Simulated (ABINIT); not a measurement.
Runs of ABINIT 10.8.3 (patched build) on TaF3. It takes space group Pm-3m (No. 221, cubic). The conventional cell has a = 3.901 Å, b = 3.901 Å, c = 3.901 Å, α = 90.00°, β = 90.00°, γ = 90.00°. Around Ta (site symmetry m-3m) lie 6 F at 1.95 Å. F (site symmetry 4/mmm) is surrounded by 2 Ta at 1.95 Å. 

| level | gap on the mesh (eV) | pressure (GPa) |
| --- | --- | --- |
| PW91 | none | 24.2 |
| RPBE | none | 28.3 |
| BLYP | none | 28.0 |
| AM05 | none | (a) |
| WC | none | 20.3 |
| r2SCAN | none | (b) |
| PBEsol | none | 19.9 |
| SCAN | none | 19.2 |

Alike in all rows: task band structure; potentials or basis JTH PAW PBE v2.0; no spin polarisation; cell as given; k mesh 7 × 7 × 7; cutoff (eV) 762; smearing fermi-dirac 0.05 eV.

Question: Fill in the values left out.

Answer: (a) 20.4; (b) 21.2.

Caveats: the PAW data sets were made with another functional, which shifts forces and pressure a little; spin-orbit coupling is left out, which moves the levels of the heavy elements; the atomic spheres overlap; a pressure of tens of GPa on the cell as given is suspect, and the run, the potentials or the cell itself is likely at fault (some runs).

A k mesh can miss the band edges, and the runs leave out spin-orbit coupling on Ta.

A gap of «none» marks a metal or a gap under the smearing width.

Runs at the PBE level aren't shown here.
